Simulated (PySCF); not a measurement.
# KSi2H6+: electronic structure in real space

For KSi2H6+, the scripts below find what binds its two fragments.

Computed with PySCF 2.14.0. Level: levels as typed in each script, gas phase, geometry from start geometry of a pair search.

## Step 1: The system as given

SMILES `[K+].[SiH3][SiH3]`, 9 atoms, charge 1, spin multiplicity 1.

Bond lengths: Si2–Si3 2.330 Å, Si2–H4 1.459 Å, Si2–H5 1.509 Å, Si2–H6 1.489 Å, Si3–H7 1.461 Å, Si3–H8 1.461 Å, Si3–H9 1.463 Å. Angles: Si3–Si2–H4 118.8°, Si3–Si2–H5 110.3°, Si3–Si2–H6 111.7°, H4–Si2–H5 105.7°, H4–Si2–H6 106.4°, H5–Si2–H6 102.6°, Si2–Si3–H7 108.7°, Si2–Si3–H8 109.1°, Si2–Si3–H9 106.7°, H7–Si3–H8 111.1°, H7–Si3–H9 110.6°, H8–Si3–H9 110.5°.

Coordinates:

```xyz
9
H6KSi2
K    -3.2417    0.2075    0.0000
Si    0.7891   -0.6490    0.0001
Si    2.8637    0.4120    0.0005
H     0.7338   -2.0831    0.2627
H    -0.1259   -0.0122    1.0168
H     0.0577   -0.4280   -1.2780
H     3.6948   -0.1831   -1.0432
H     3.4797    0.2556    1.3161
H     2.6132    1.8258   -0.2828
```

## Step 2: Binding of the two fragments (r2SCAN/def2-svpd)

input.py reads:

```python
import numpy as np
from pyscf import gto, scf, dft
from pyscf.scf import atom_ks, atom_hf
from scipy.linalg import block_diag
from pyscf.dispersion import dftd3

def solve(mol, dm0=None, hcore=None):
    mf = (dft.UKS if mol.spin else dft.RKS)(mol, xc='r2scan')
    mf.grids.level = 3
    mf = mf.density_fit(auxbasis='def2-universal-jkfit')
    mf.conv_tol, mf.max_cycle = 1e-8, 80
    if hcore is not None:
        mf.get_hcore = lambda *args: hcore
    mf.kernel(dm0)
    if not mf.converged:
        mf = mf.newton().run(mf.mo_coeff, mf.mo_occ, max_cycle=30)
    assert mf.converged, 'SCF not converged'
    return mf

mol = gto.M(atom='''
K     -3.24172     0.20752    -0.00002
Si     0.78908    -0.64903     0.00013
Si     2.86373     0.41204     0.00050
H      0.73378    -2.08311     0.26272
H     -0.12593    -0.01217     1.01682
H      0.05771    -0.42802    -1.27802
H      3.69478    -0.18311    -1.04316
H      3.47972     0.25557     1.31612
H      2.61322     1.82579    -0.28282
''', basis='def2-svpd', charge=1, spin=0, verbose=4)
mol_a = gto.M(atom='''
K     -3.24172     0.20752    -0.00002
ghost-Si     0.78908    -0.64903     0.00013
ghost-Si     2.86373     0.41204     0.00050
ghost-H      0.73378    -2.08311     0.26272
ghost-H     -0.12593    -0.01217     1.01682
ghost-H      0.05771    -0.42802    -1.27802
ghost-H      3.69478    -0.18311    -1.04316
ghost-H      3.47972     0.25557     1.31612
ghost-H      2.61322     1.82579    -0.28282
''', basis='def2-svpd', charge=1, spin=0, verbose=4)
mol_b = gto.M(atom='''
ghost-K     -3.24172     0.20752    -0.00002
Si     0.78908    -0.64903     0.00013
Si     2.86373     0.41204     0.00050
H      0.73378    -2.08311     0.26272
H     -0.12593    -0.01217     1.01682
H      0.05771    -0.42802    -1.27802
H      3.69478    -0.18311    -1.04316
H      3.47972     0.25557     1.31612
H      2.61322     1.82579    -0.28282
''', basis='def2-svpd', charge=0, spin=0, verbose=4)
ab, a, b = solve(mol), solve(mol_a), solve(mol_b)
e_int = ab.e_tot - a.e_tot - b.e_tot
print('counterpoise-corrected interaction energy / kcal/mol', e_int * 627.5095)
def disp(atoms, charge):
    m = gto.M(atom=atoms, charge=charge, basis='sto-3g', spin=None, unit='Bohr', verbose=0)
    return dftd3.DFTD3Dispersion(m, xc='r2scan', version='d3bj').get_dispersion()['energy']
e_disp = disp(mol._atom, mol.charge) - disp(mol._atom[:1], mol_a.charge) - disp(mol._atom[1:], mol_b.charge)
print('D3(BJ) part / kcal/mol', e_disp * 627.5095)
# spherically averaged free atoms, for the promolecule
atm = atom_ks.get_atm_nrks(mol, xc='r2scan')
pro = block_diag(*[(atm[a[0]][2] * atm[a[0]][3]) @ atm[a[0]][2].T for a in mol._atom])
np.savez('result.npz', e_int=e_int, e_disp=e_disp, dm_a=a.make_rdm1(), dm_b=b.make_rdm1(), c=ab.mo_coeff, occ=ab.mo_occ, eps=ab.mo_energy, pro=pro, d=[f.dip_moment(verbose=0) for f in (ab, a, b)])
```

Run with:

```console
> OMP_NUM_THREADS=1 python input.py
```

Q: Predict the outcome of this session. Wanted: interaction energy, counterpoise.

**Answer**, as computed:

| quantity | value |
| --- | --- |
| interaction energy, counterpoise (r2SCAN/def2-svpd) | -6.3 kcal/mol |

In words: The counterpoise-corrected interaction energy of the frozen fragments is −6.3 kcal/mol without dispersion correction and −7.1 kcal/mol with D3(BJ). D3 takes neutral-atom coefficients, also for the metal cation here, and tends to overbind such cations. All values hold at the given geometry, in the gas phase.
